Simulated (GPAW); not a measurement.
# Al3Pt2 (P-3m1) in GPAW: notebook, part 2 of 2

GPAW 26.7.0. The steps go on from the part before.

### 4 Band structure, LDA

run.py

```python
from ase import Atoms
from ase.dft.bandgap import bandgap
from ase.io import write
from ase.units import GPa
from gpaw import GPAW, PW

atoms = Atoms(['Pt', 'Pt', 'Al', 'Al', 'Al'],
              cell=[[4.2071400339, 0.0, 0.0],
                    [-2.103570017, 3.6434901467, 0.0],
                    [0.0, 0.0, 5.18896172]],
              scaled_positions=[[0.6666666667, 0.3333333333, 0.8338745],
                                [0.3333333333, 0.6666666667, 0.1661255],
                                [0.6666666667, 0.3333333333, 0.35316977],
                                [0.3333333333, 0.6666666667, 0.64683023],
                                [0.0, 0.0, 0.0]],
              pbc=True)

calc = GPAW(mode=PW(600),
            xc='LDA',
            kpts={'size': (6, 6, 4), 'gamma': True},
            occupations={'name': 'fermi-dirac', 'width': 0.05},
            nbands=38,
            convergence={'density': 1e-05, 'energy': 1e-05},
            maxiter=150,
            txt='gpaw.txt')
atoms.calc = calc
energy = atoms.get_potential_energy()
forces = atoms.get_forces()
stress = atoms.get_stress()
calc.write('gs.gpw')
write('result.traj', atoms)
print(f'Energy: {energy:.6f} eV')
print('Forces (eV/A):')
print(forces.round(4))
print('Stress (GPa):', (stress / GPa).round(3))
print('Fermi level:', round(calc.get_fermi_level(), 4), 'eV')
print(f'Gap: {bandgap(calc)[0]:.4f} eV, direct: {bandgap(calc, direct=True)[0]:.4f} eV')

path = atoms.cell.bandpath('GMKGALHA,LM,KH', npoints=100, eps=1e-4)
bs_calc = calc.fixed_density(kpts=path, symmetry='off', nbands=56,
                             convergence={'bands': 'CBM+6.0', 'eigenstates': 1e-6}, txt='bands.txt')
bs = bs_calc.band_structure()
bs.write('bs.json')
print(f'Gap on the path: {bandgap(bs_calc)[0]:.4f} eV')
```

Potentials or basis: the program's PAW data sets (release 1.2.1) made for this functional, pw.

Run with:

```sh
$ OMP_NUM_THREADS=1 python run.py
```

gpaw.txt:

```text
__  _  _
 | _ |_)|_||  |
 |__||  | ||/\| - 26.7.0

Input parameters:
  mode=PW(ecut=600.0),
  convergence={'density': 1e-05, 'energy': 1e-05},
  kpts=MonkhorstPack(size=(6, 6, 4), gamma=True),
  maxiter=150,
  nbands=38,
  occupations=Occupations(name='fermi-dirac', width=0.05),
  xc=XC(name='LDA')

Diagonalizing LCAO Hamiltonian
Converting LCAO to pw mode

             Pt
         Al

             Al
         Pt

       Al

Atoms  # Å, Bohr magnetons
|   | symbol |         x |        y |        z |    initial magnetic moments |
|---|--------|-----------|----------|----------|-----------------------------|
| 0 |     Pt |  2.103570 | 1.214497 | 4.326943 | ( 0.0000,  0.0000,  0.0000) |
| 1 |     Pt | -0.000000 | 2.428993 | 0.862019 | ( 0.0000,  0.0000,  0.0000) |
| 2 |     Al |  2.103570 | 1.214497 | 1.832584 | ( 0.0000,  0.0000,  0.0000) |
| 3 |     Al | -0.000000 | 2.428993 | 3.356377 | ( 0.0000,  0.0000,  0.0000) |
| 4 |     Al |  0.000000 | 0.000000 | 0.000000 | ( 0.0000,  0.0000,  0.0000) |

Unit cell  # Å
| periodic |         x |        y |        z |  lengths |     angles |
|----------|-----------|----------|----------|----------|------------|
|      yes |  4.207140 | 0.000000 | 0.000000 | 4.207140 |  90.000000 |
|      yes | -2.103570 | 3.643490 | 0.000000 | 4.207140 |  90.000000 |
|      yes |  0.000000 | 0.000000 | 5.188962 | 5.188962 | 120.000000 |

Number of symmetries: 12
Symmetry operations  # r_c * U_cc + t_c -> r_c
|    | kind |            matrix            |
|----|------|------------------------------|
|  0 |  σ   |  1, 1, 0,  0,-1, 0,  0, 0, 1 |
|  1 |  S6  |  1, 1, 0, -1, 0, 0,  0, 0,-1 |
|  2 |  E   |  1, 0, 0,  0, 1, 0,  0, 0, 1 |
|  3 |  C2  |  1, 0, 0, -1,-1, 0,  0, 0,-1 |
|  4 |  C2  |  0, 1, 0,  1, 0, 0,  0, 0,-1 |
|  5 |  C3  |  0, 1, 0, -1,-1, 0,  0, 0, 1 |
|  6 |  S6  |  0,-1, 0,  1, 1, 0,  0, 0,-1 |
|  7 |  σ   |  0,-1, 0, -1, 0, 0,  0, 0, 1 |
|  8 |  σ   | -1, 0, 0,  1, 1, 0,  0, 0, 1 |
|  9 |  i   | -1, 0, 0,  0,-1, 0,  0, 0,-1 |
| 10 |  C3  | -1,-1, 0,  1, 0, 0,  0, 0, 1 |
| 11 |  C2  | -1,-1, 0,  0, 1, 0,  0, 0,-1 |

BZ-sampling:
  Number of BZ points: 144
  Number of IBZ points: 24

  Monkhorst-Pack size: [6, 6, 4]
  Monkhorst-Pack shift: [0.08333333333333333, 0.08333333333333333, 0.125]

K-points  # in reciprocal-cell coordinates
|     |                                coordinates |     weight |
|-----|--------------------------------------------|------------|
|   0 | (  0.00000000,   0.00000000,   0.00000000) | 0.00694444 |
|   1 | (  0.00000000,   0.00000000,   0.25000000) | 0.01388889 |
|   2 | (  0.00000000,   0.00000000,   0.50000000) | 0.00694444 |
|   3 | (  0.16666667,   0.00000000,  -0.25000000) | 0.04166667 |
|   4 | (  0.16666667,   0.00000000,   0.00000000) | 0.04166667 |
|   5 | (  0.16666667,   0.00000000,   0.25000000) | 0.04166667 |
|   6 | (  0.16666667,   0.00000000,   0.50000000) | 0.04166667 |
|   7 | (  0.33333333,  -0.16666667,   0.00000000) | 0.04166667 |
|   8 | (  0.33333333,  -0.16666667,   0.25000000) | 0.08333333 |
|   9 | (  0.33333333,  -0.16666667,   0.50000000) | 0.04166667 |
| ... |                                            |            |
|  23 | (  0.50000000,   0.50000000,   0.50000000) | 0.02083333 |

Plane wave coefficients: 2703
Cutoff: 600.0 eV

Spin-components: 1 (collinear spins)
Bands:           38
Projectors:      27
Spin-degeneracy: 2
Datatype:        complex128

Parallelization:
  kpt:    1
  domain: 1
  band:   1

Density:
  Valence electrons: 41.0
  Components: 1
  Grid points: [24 24 30]
  Charge: 0.0  # |e|

Potential:
  Grid points: [24 24 30]

species:
  Pt:
    name:    Platinum
    Z:       78.0
    valence: 16
    core:    62
    charge:  0.0  # [|e|]
    compensation charges:
      type: gauss
      rc: 0.41  # [Å]
      lmax: 2
    cutoffs:
      filter: 2.26  # [Å]
      core: 2.26  # [Å]
    projectors
    | kind |    occ | energy [eV] | rcut [Å] |
    |------|--------|-------------|----------|
    |   6s |  1.000 |      -5.930 |    1.307 |
    |   5p |  6.000 |     -56.318 |    1.371 |
    |   6p |  0.000 |      -0.962 |    1.371 |
    |   5d |  9.000 |      -6.387 |    1.307 |
    |    s |        |      21.281 |    1.307 |
    |    d |        |      20.825 |    1.307 |

    Using partial waves for Pt as LCAO basis

  Al:
    name:    Aluminium
    Z:       13.0
    valence: 3
    core:    10
    charge:  0.0  # [|e|]
    compensation charges:
      type: gauss
      rc: 0.34  # [Å]
      lmax: 2
    cutoffs:
      filter: 1.91  # [Å]
      core: 2.36  # [Å]
    projectors
    | kind |    occ | energy [eV] | rcut [Å] |
    |------|--------|-------------|----------|
    |   3s |  2.000 |      -7.830 |    1.085 |
    |   3p |  1.000 |      -2.783 |    1.085 |
    |    s |        |      19.382 |    1.085 |
    |    p |        |      24.428 |    1.085 |
    |    d |        |       0.000 |    1.085 |

    Using partial waves for Al as LCAO basis

Reference energy: -1019928.761660  # eV

eigensolver:
  PPCG
  Converge bands: occupied
  niter=2

density mixing:
  MSR1-Mixer
  Pratt-step length: 0.05
  Maximum mixing coefficient: 0.75
  Old densities: 10
  SVD Regularization: 0.005
  Good broyden scale: 1.0
  Trust region scale: 1.0
  Backstep threshold: 4.0
  History deletion threshold: 6.0
  Fourier metric: weight=20.0, sigma=0.015

occupation numbers:
  Fermi-Dirac:
    width: 0.0500  # eV

poisson solver:
  ecut: 4800.0  # eV

xc functional:
  name: None

convergence criteria:
- Maximum integral of absolute [dens]ity change: 1e-05 electrons / valence electron
- Maximum [total energy] change in last 3 cyles: 1e-05 eV / valence electron
- Maximum integral of absolute [eigenst]ate change: 4e-08 eV^2 / valence electron
maximum number of iterations: 150

SCF iterations
|iter     | |      energy | eigst |  dens |
|---------|-|-------------|-------|-------|
|iter:   1| |  -35.248302 | +0.51 |       |
|iter:   2| |  -34.821675 | -1.85 | -0.98 |
|iter:   3| |  -33.402518 | -1.35 | -1.02 |
|iter:   4| |  -33.342345 | -2.53 | -1.71 |
|iter:   5| |  -33.318064 | -3.11 | -1.85 |
|iter:   6| |  -33.317407 | -4.36 | -2.49 |
|iter:   7| |  -33.317526 | -4.72 | -2.83 |
|iter:   8| |  -33.317528c| -6.51 | -3.89 |
|iter:   9| |  -33.317527c| -7.26 | -4.07 |
|iter:  10| |  -33.317527c| -7.84c| -4.90 |
|iter:  11| |  -33.317527c| -8.66c| -5.73c|

Converged in 11 steps
Energy contributions relative to reference atoms: (reference = -1019928.761660)

Energy contributions:
  Kinetic:           2.323865
  Coulomb:          -1.877828
  Zero:             -0.958663
  External:          0.000000
  Xc:              -32.799525
  Entropy:          -0.010751
  Spinorbit:         0.000000
  ----------------------------
  Free energy:     -33.322902
  Extrapolated:    -33.317527

dipole moment: (-3.615862, -6.262856, -8.919393)  # |e|*Ang

Fermi level: 9.011
Eigenvalues  # (at kpt = [0.000, 0.000, 0.000])
| band index |      eig [eV] | occ [0-2] |
|------------|---------------|-----------|
|          0 |       -44.653 |     2.000 |
|        ... |               |           |
|         11 |         3.647 |     2.000 |
|         12 |         3.647 |     2.000 |
|         13 |         4.805 |     2.000 |
|         14 |         4.805 |     2.000 |
|         15 |         5.995 |     2.000 |
|         16 |         5.995 |     2.000 |
[... 8 lines left out ...]
|         25 |        14.335 |     0.000 |
|         26 |        14.335 |     0.000 |
|        ... |               |           |
|         37 |        22.672 |     0.000 |

No gap
No difference between direct/indirect transitions

Forces  # eV/Ang
|        x |        y |        z |
|----------|----------|----------|
| -0.00000 | -0.00000 |  0.07075 |  # Pt   0
|  0.00000 |  0.00000 | -0.07075 |  # Pt   1
|  0.00000 |  0.00000 | -0.01983 |  # Al   2
| -0.00000 |  0.00000 |  0.01983 |  # Al   3
|  0.00000 |  0.00000 |  0.00000 |  # Al   4

Stress tensor  # eV/Ang^3
|        x |        y |        z |
|----------|----------|----------|
| 0.019911 | 0.000000 | 0.000000 |
| 0.000000 | 0.019911 | 0.000000 |
| 0.000000 | 0.000000 | 0.023862 |

# Writing to gs.gpw (mode='')
```

Run time: 2.7 min. Hardware: 1 thread of Arm Neoverse V2, shared host; peak memory 0.55 GiB.

What came out:

```
Free energy             : -33.3229 eV
Pressure                : -3.4 GPa
Largest force           : 0.071 eV/Å
Band gap along the path : none (metal or under the smearing width)
```

Forces in eV/Å, atoms in the order of the input:
```
Pt   0.000  0.000  0.071
Pt   0.000  0.000 -0.071
Al   0.000  0.000 -0.020
Al   0.000  0.000  0.020
Al   0.000  0.000  0.000
```

Stress tensor (GPa, compression positive):
```
-3.19  0.00  0.00
 0.00 -3.19  0.00
 0.00  0.00 -3.82
```

Levels at the corners of the path, in eV from the Fermi level:
```tsv
point	band 17	band 18	band 19	band 20	band 21	band 22	band 23	band 24	band 25	band 26
Γ	-3.02	-2.88	-2.34	1.28	1.28	2.79	3.81	3.81	3.88	5.32
M	-3.47	-2.87	-2.43	-2.39	-2.01	1.30	2.15	2.87	3.95	4.90
K	-3.78	-3.75	-3.75	-1.17	-1.17	0.97	2.07	2.07	3.10	6.01
Γ	-3.02	-2.88	-2.34	1.28	1.28	2.79	3.81	3.81	3.88	5.32
A	-3.16	-3.16	1.76	2.24	2.24	2.83	2.86	2.86	2.93	4.71
L	-3.69	-3.30	-3.24	-1.94	-0.56	1.83	2.32	3.40	5.01	5.97
H	-3.11	-3.11	-2.63	-2.63	-2.57	0.07	4.79	5.95	5.95	7.01
A	-3.16	-3.16	1.76	2.24	2.24	2.83	2.86	2.86	2.93	4.71
L	-3.69	-3.30	-3.24	-1.94	-0.56	1.83	2.32	3.40	5.01	5.97
M	-3.47	-2.87	-2.43	-2.39	-2.01	1.30	2.15	2.87	3.95	4.90
K	-3.78	-3.75	-3.75	-1.17	-1.17	0.97	2.07	2.07	3.10	6.01
H	-3.11	-3.11	-2.63	-2.63	-2.57	0.07	4.79	5.95	5.95	7.01
```

Caveat: spin-orbit coupling is left out, which moves the levels of the heavy elements.

### 5 Overview

```csv
task,level,potentials or basis,band path,band points,pressure (GPa),largest force (eV/Å)
equation of state,LDA,"the program's PAW data sets (release 1.2.1) made for this functional, pw",-,-,-,-
band structure,PBEsol,"PAW data sets generated in the run's folder for this functional, pw","GMKGALHA,LM,KH",100,0.3,0.10
band structure,LDA,"the program's PAW data sets (release 1.2.1) made for this functional, pw","GMKGALHA,LM,KH",100,-3.4,0.07
```

Alike in all rows: no spin polarisation; cell as given; k mesh 6 × 6 × 4; cutoff (eV) 600; smearing fermi-dirac 0.05 eV.

Caveats: spin-orbit coupling is left out, which moves the levels of the heavy elements (some runs).

Total energies depend on the potentials used, so only differences within one code and one set of settings carry meaning.
